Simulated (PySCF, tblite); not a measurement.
**C5H11NSi: geometry, infrared bands and NMR shifts**

Aim: predict the infrared bands and NMR shifts of C5H11NSi (`C=C1CC[C@H]1N[SiH3]`).

Programs: tblite 0.8.0 and PySCF 2.14.0, with density-fitted response routines of our own. Each step states its level of theory. These are calculated values for one molecule in the gas phase, unless marked as measured. Atoms are numbered from 0 throughout.

**1. The molecule as given**

18 atoms, charge 0, multiplicity 1; geometry from: force field or distance geometry start.

Bonds of the start (Å): C0–C1 1.34, C1–C2 1.50, C2–C3 1.54, C3–C4 1.55, C4–N5 1.45, N5–Si6 1.70, C4–C1 1.52, C0–H7 1.08, C0–H8 1.09, C2–H9 1.10, C2–H10 1.10, C3–H11 1.11, C3–H12 1.09, C4–H13 1.11, N5–H14 1.01, Si6–H15 1.49, Si6–H16 1.48, Si6–H17 1.49.

**2. Optimising the geometry with GFN2-xTB**

The job: settings as JSON, then the geometry in Å.

```
{"job": {"kind": "relax", "xc": "GFN2-xTB", "basis": "xTB"}, "charge": 0, "multiplicity": 1}
C     -1.119200    -1.614900    -0.874100
C     -1.016000    -0.326000    -0.520900
C     -2.028100     0.740300    -0.203000
C     -0.867800     1.451600     0.507500
C      0.161200     0.601100    -0.277300
N      1.131100     0.079300     0.661300
Si     2.646700    -0.561100     0.226500
H     -0.241700    -2.210700    -1.061400
H     -2.101800    -2.067800    -0.983600
H     -2.875600     0.470400     0.451100
H     -2.427900     1.284200    -1.077000
H     -0.886400     1.284000     1.606100
H     -0.813400     2.526200     0.353400
H      0.565000     1.112500    -1.172000
H      0.716500    -0.518000     1.367600
H      3.396900    -0.809600     1.491500
H      3.345600     0.411800    -0.636100
H      2.406000    -1.847200    -0.478000
```

The run is started by

```bash
$ OMP_NUM_THREADS=1 python probes_run.py task.json out
```

One launch serves the whole session: the jobs run in the order shown.

Output:

```text
step      E/eV     max force
  0    -569.61859    2.240
  1    -569.75398    1.865
  2    -569.85663    1.102
  3    -569.89826    0.544
  4    -569.91479    0.390
  5    -569.92802    0.377
  6    -569.94511    0.473
  7    -569.96009    0.356
  8    -569.97316    0.218
  9    -569.98264    0.248
 10    -569.98996    0.220
 11    -569.99550    0.210
 12    -569.99962    0.128
 13    -570.00228    0.123
 14    -570.00432    0.148
 15    -570.00653    0.138
 16    -570.00865    0.106
 17    -570.01000    0.082
 18    -570.01074    0.080
 19    -570.01143    0.068
 20    -570.01240    0.104
 21    -570.01356    0.106
 22    -570.01465    0.076
 23    -570.01553    0.063
 24    -570.01627    0.062
 25    -570.01696    0.077
 26    -570.01754    0.052
 27    -570.01799    0.055
 28    -570.01842    0.055
 29    -570.01889    0.063
 30    -570.01936    0.062
 31    -570.01974    0.042
 32    -570.02000    0.044
 33    -570.02017    0.031
 34    -570.02028    0.028
 35    -570.02036    0.022
 36    -570.02044    0.027
 37    -570.02051    0.026
 38    -570.02057    0.017
 39    -570.02061    0.014
 40    -570.02064    0.016
 41    -570.02067    0.019
 42    -570.02070    0.017
 43    -570.02073    0.014
 44    -570.02076    0.018
 45    -570.02081    0.021
 46    -570.02086    0.018
 47    -570.02091    0.016
 48    -570.02095    0.014
 49    -570.02100    0.020
 50    -570.02109    0.031
 51    -570.02122    0.036
 52    -570.02136    0.027
 53    -570.02147    0.032
 54    -570.02154    0.028
 55    -570.02163    0.027
 56    -570.02174    0.032
 57    -570.02184    0.023
 58    -570.02190    0.022
 59    -570.02196    0.022
 60    -570.02205    0.029
 61    -570.02218    0.040
 62    -570.02233    0.036
 63    -570.02244    0.023
 64    -570.02251    0.027
 65    -570.02256    0.025
 66    -570.02262    0.021
 67    -570.02268    0.018
 68    -570.02272    0.011
 69    -570.02274    0.009
```

Run time: 1.3 s. Hardware: 1 thread of Intel Xeon at 2.50GHz, shared host; peak memory 0.18 GiB.

Step by step: (not every step is listed)

| step | energy from step 0 (eV) | largest force (eV/Å) |
| --- | --- | --- |
| 0 | 0.0000 | 2.2397 |
| 1 | -0.1354 | 1.8651 |
| 2 | -0.2380 | 1.1015 |
| 3 | -0.2797 | 0.5440 |
| 4 | -0.2962 | 0.3899 |
| 5 | -0.3094 | 0.3766 |
| 6 | -0.3265 | 0.4725 |
| 7 | -0.3415 | 0.3558 |
| 8 | -0.3546 | 0.2181 |
| 13 | -0.3837 | 0.1229 |
| 18 | -0.3922 | 0.0802 |
| 23 | -0.3969 | 0.0625 |
| 28 | -0.3998 | 0.0550 |
| 33 | -0.4016 | 0.0313 |
| 38 | -0.4020 | 0.0168 |
| 43 | -0.4021 | 0.0136 |
| 48 | -0.4024 | 0.0137 |
| 53 | -0.4029 | 0.0316 |
| 58 | -0.4033 | 0.0221 |
| 63 | -0.4038 | 0.0234 |
| 64 | -0.4039 | 0.0268 |
| 65 | -0.4040 | 0.0255 |
| 66 | -0.4040 | 0.0210 |
| 67 | -0.4041 | 0.0180 |
| 68 | -0.4041 | 0.0112 |
| 69 | -0.4041 | 0.0086 |

Close pairs (by a distance rule), those that changed most:

| bond | before (Å) | after (Å) | change (Å) |
| --- | --- | --- | --- |
| Si6–H15 | 1.492 | 1.461 | -0.031 |
| C0–C1 | 1.340 | 1.316 | -0.025 |
| C3–H11 | 1.111 | 1.088 | -0.023 |
| N5–Si6 | 1.702 | 1.718 | +0.016 |
| C2–H10 | 1.104 | 1.089 | -0.015 |
| C2–H9 | 1.104 | 1.089 | -0.015 |
| C4–N5 | 1.447 | 1.433 | -0.014 |
| C4–H13 | 1.107 | 1.093 | -0.014 |

The final coordinates are the input of the step that follows.

**3. Harmonic vibrations with GFN2-xTB**

The job: settings as JSON, then the geometry in Å.

```
{"job": {"kind": "ir", "xc": "GFN2-xTB", "basis": "xTB"}, "charge": 0, "multiplicity": 1}
C     -1.124268    -1.578446    -0.952425
C     -1.035666    -0.331441    -0.541806
C     -2.038909     0.715669    -0.138158
C     -0.888016     1.541943     0.464207
C      0.132632     0.553101    -0.150119
N      1.124995     0.015152     0.732564
Si     2.632636    -0.619830     0.207210
H     -0.243764    -2.172108    -1.133060
H     -2.075583    -2.055181    -1.124659
H     -2.806736     0.382705     0.559147
H     -2.525056     1.194707    -0.987353
H     -0.870514     1.524309     1.551905
H     -0.808711     2.570917     0.122950
H      0.647470     0.966980    -1.020630
H      0.698501    -0.396585     1.550104
H      3.348125    -0.905483     1.448415
H      3.255227     0.438167    -0.589420
H      2.568876    -1.838259    -0.617196
```

Output:

```text
mode    cm-1     km/mol
  1      54.8      0.37
  2      71.4      0.02
  3     110.4      0.44
  4     198.9      0.35
  5     216.2      0.67
  6     319.1      1.25
  7     369.1      2.71
  8     479.8     31.60
  9     533.1     53.65
 10     570.0     65.31
 11     591.2     62.38
 12     669.0     18.12
 13     690.0      1.92
 14     748.5    224.59
 15     790.2     11.59
 16     813.1    270.52
 17     825.2    116.70
 18     846.4    173.60
 19     891.5     24.19
 20     925.8      2.82
 21     932.5     40.14
 22     982.4     25.72
 23    1024.0      4.19
 24    1034.1      4.20
 25    1077.0      5.50
 26    1165.2     27.38
 27    1179.3     48.52
 28    1191.6     38.68
 29    1195.1     45.78
 30    1228.5      0.09
 31    1234.6      0.76
 32    1262.3      1.44
 33    1383.8     98.04
 34    1404.6     10.18
 35    1453.7      2.15
 36    1476.9      1.53
 37    1773.3     22.69
 38    2167.4    359.05
 39    2254.0    241.06
 40    2275.2    347.47
 41    2943.0     38.70
 42    2981.9     14.20
 43    3000.0     39.58
 44    3017.4     54.59
 45    3023.0     45.22
 46    3090.8     27.26
 47    3117.5     42.57
 48    3435.0      4.90
```

Run time: 1.8 s. Hardware: 1 thread of Intel Xeon at 2.50GHz, shared host; peak memory 0.18 GiB.

The strongest bands and the atoms that carry them (share of the mass-weighted mode):

| cm⁻¹ | km/mol | atoms |
| --- | --- | --- |
| 748 | 224.6 | H15 52 %, H16 40 % |
| 813 | 270.5 | H15 33 %, H17 32 %, H16 12 % |
| 825 | 116.7 | H17 46 %, H16 37 % |
| 846 | 173.6 | Si6 13 %, N5 11 %, C4 10 % |
| 1384 | 98.0 | H14 37 %, H13 25 %, N5 16 %, C4 15 % |
| 2167 | 359.1 | H17 93 % |
| 2254 | 241.1 | H16 94 % |
| 2275 | 347.5 | H15 95 % |

**4. NMR shieldings: PBE0/pcSseg-1**

Same as in step 3 but for these lines:

```diff
@@ -1,2 +1,2 @@
-{"job": {"kind": "ir", "xc": "GFN2-xTB", "basis": "xTB"}, "charge": 0, "multiplicity": 1}
+{"job": {"kind": "nmr", "xc": "PBE0", "basis": "pcSseg-1"}, "charge": 0, "multiplicity": 1}
 C     -1.124268    -1.578446    -0.952425
```

Method: GIAO PBE0/pcSseg-1 NMR shielding, non-relativistic, gas phase.

Output:

```text
coarse grid: 14936 points
cycle   1  E = -540.7903656888  dE =  8.345e-01  |g| = 4.506e-01  |ddm| = 3.905e+00
cycle   2  E = -540.7765959625  dE =  1.377e-02  |g| = 5.264e-01  |ddm| = 9.550e-01
cycle   3  E = -540.8405824357  dE = -6.399e-02  |g| = 7.196e-02  |ddm| = 5.666e-01
cycle   4  E = -540.8415171947  dE = -9.348e-04  |g| = 2.959e-02  |ddm| = 9.538e-02
cycle   5  E = -540.8417202979  dE = -2.031e-04  |g| = 5.815e-03  |ddm| = 3.213e-02
cycle   6  E = -540.8417263946  dE = -6.097e-06  |g| = 2.962e-03  |ddm| = 7.781e-03
final grid: 138056 points
cycle   7  E = -540.8826227001  dE = -3.640e-05  |g| = 7.954e-03  |ddm| = 3.660e-02
cycle   8  E = -540.8826137345  dE =  8.966e-06  |g| = 1.020e-02  |ddm| = 1.536e-02
cycle   9  E = -540.8826379156  dE = -2.418e-05  |g| = 1.340e-03  |ddm| = 8.537e-03
cycle  10  E = -540.8826383454  dE = -4.297e-07  |g| = 2.469e-04  |ddm| = 1.371e-03
cycle  11  E = -540.8826383576  dE = -1.220e-08  |g| = 1.089e-04  |ddm| = 3.456e-04
cycle  12  E = -540.8826383601  dE = -2.587e-09  |g| = 2.764e-05  |ddm| = 1.220e-04
cycle  13  E = -540.8826383603  dE = -1.785e-10  |g| = 5.467e-06  |ddm| = 3.211e-05
converged SCF energy = -540.8826383603

GIAO shielding tensors (ppm)
atom      isotropic    diamagn.    paramagn.     s11        s22        s33       span
  0 C       72.910     254.079    -181.168    -38.003     91.130    165.604    203.608
  1 C       18.072     263.030    -244.958    -91.761     15.133    130.844    222.606
  2 C      160.968     250.163     -89.195    151.822    156.673    174.408     22.586
  3 C      154.991     251.273     -96.282    134.094    150.090    180.787     46.693
  4 C      128.173     243.401    -115.229    106.793    132.191    145.534     38.740
  5 N      220.505     322.483    -101.978    189.731    204.358    267.425     77.694
  6 Si     406.103     880.368    -474.265    360.128    381.599    476.583    116.455
  7 H       26.085      32.695      -6.609     23.260     24.781     30.215      6.955
  8 H       26.418      29.771      -3.353     23.581     25.493     30.179      6.598
  9 H       29.232      29.783      -0.551     25.853     26.854     34.990      9.136
 10 H       29.229      29.339      -0.110     25.841     27.093     34.753      8.912
 11 H       30.139      31.427      -1.288     27.494     29.117     33.806      6.312
 12 H       29.189      30.262      -1.073     26.114     26.934     34.518      8.404
 13 H       28.042      32.324      -4.283     24.486     29.019     30.620      6.134
 14 H       31.677      35.013      -3.336     23.726     31.853     39.452     15.726
 15 H       27.054      29.074      -2.020     23.498     25.194     32.471      8.973
 16 H       27.086      29.676      -2.590     23.404     25.863     31.992      8.588
 17 H       26.772      29.926      -3.154     22.364     25.628     32.325      9.960
```

Run time: 69 s. Hardware: 1 thread of Intel Xeon at 2.50GHz, shared host; peak memory 0.83 GiB.

Shifts follow as δ = σ(reference) − σ, with reference shieldings (ppm) from runs at the same level and on the same kind of geometry: 1H TMS 31.72, 13C TMS 186.9, 29Si TMS 349.2, 15N NH3 267.7. The references are single molecules in the gas phase, so shifts against H2O, NH3, PH3, H3PO4 or CFCl3 are not on the usual liquid scales and can be off by tens of ppm. Atoms listed in one row are averaged.

| atoms | environment | σ (ppm) | δ (ppm) | δ scaled to CDCl3 |
| --- | --- | --- | --- | --- |
| C1 | fully substituted alkene carbon | 18.1 | 168.9 | 162.9 |
| C0 | terminal =CH2 carbon | 72.9 | 114.0 | 109.4 |
| C4 | allylic sp3 CH bonded to N | 128.2 | 58.8 | 55.4 |
| C3 | sp3 CH2 in a ring | 155.0 | 31.9 | 29.3 |
| C2 | allylic sp3 CH2 | 161.0 | 26.0 | 23.4 |
| H7 | hydrogen on a terminal =CH2 carbon | 26.09 | 5.63 | 5.41 |
| H8 | hydrogen on a terminal =CH2 carbon | 26.42 | 5.30 | 5.10 |
| H15, H16, H17 | hydrogen on a silicon bonded to N | 26.97 | 4.75 | – |
| H13 | hydrogen on an allylic sp3 CH bonded to N | 28.04 | 3.68 | 3.57 |
| H12 | hydrogen on an sp3 CH2 in a ring | 29.19 | 2.53 | 2.49 |
| H10 | hydrogen on an allylic sp3 CH2 | 29.23 | 2.49 | 2.45 |
| H9 | hydrogen on an allylic sp3 CH2 | 29.23 | 2.48 | 2.45 |
| H11 | hydrogen on an sp3 CH2 in a ring | 30.14 | 1.58 | 1.59 |
| H14 | hydrogen on a nitrogen bonded to C, Si | 31.68 | 0.04 | – |
| N5 | nitrogen bonded to C, Si, H | 220.5 | 47.2 | – |
| Si6 | silicon bonded to N, 3 H | 406.1 | -56.9 | – |

The scaled column applies a straight-line fit of computed shieldings to shifts measured in CDCl3 (root-mean-square error 0.16 ppm for H, 1.9 ppm for C).

The run also stored atomic charges by several schemes (e):

| atoms | Mulliken | IAO | Hirshfeld | ESP fit |
| --- | --- | --- | --- | --- |
| C0 | -0.05 | -0.35 | -0.12 | -0.62 |
| C1 | -0.33 | 0.00 | 0.00 | 0.05 |
| C2 | -0.13 | -0.29 | -0.08 | -0.08 |
| C3 | -0.13 | -0.28 | -0.08 | -0.31 |
| C4 | -0.03 | -0.01 | 0.02 | 0.43 |
| N5 | -0.61 | -0.66 | -0.24 | -0.88 |
| Si6 | 0.61 | 0.75 | 0.34 | 0.52 |

Mayer bond orders: C0–C1 2.02, C1–C2 1.03, C2–C3 1.06, C3–C4 1.02, C4–N5 0.96, N5–Si6 1.01, C4–C1 0.95.

Ring of atoms C1, C2, C3, C4: NICS(0) 1.6, NICS(1) -1.4, NICS(1)zz 1.6 ppm (means of both faces).

**5. Summary of results**

| quantity | value |
| --- | --- |
| strongest single infrared mode (GFN2-xTB) | 2167 cm⁻¹, 359 km/mol |
| zero-point energy (GFN2-xTB) | 90.1 kcal/mol |
| 13C shifts against TMS (PBE0/pcSseg-1) | 168.9, 114.0, 58.8, 31.9, 26.0 ppm |
| 1H shifts against TMS (PBE0/pcSseg-1, means over atoms taken as alike) | 5.63, 5.30, 4.75, 3.68, 2.53, 2.49, 2.48, 1.58, 0.04 ppm |
| 15N shifts against NH3 (PBE0/pcSseg-1) | 47.2 ppm |
| 29Si shifts against TMS (PBE0/pcSseg-1) | -56.9 ppm |

The optimisation took 69 steps and gained 0.404 eV; among the close pairs (by a distance rule), Si6–H15 changed most, from 1.492 to 1.461 Å. All 48 modes are real, so the xTB geometry is a minimum. The strongest single mode, at 2167 cm⁻¹, moves mainly H17. Unscaled tight-binding wavenumbers are off by several per cent, some by more. Its intensities can rank the bands wrongly. At PBE0/pcSseg-1: The widest tensor belongs to C1: span 223 ppm, with a paramagnetic part of -245 ppm.
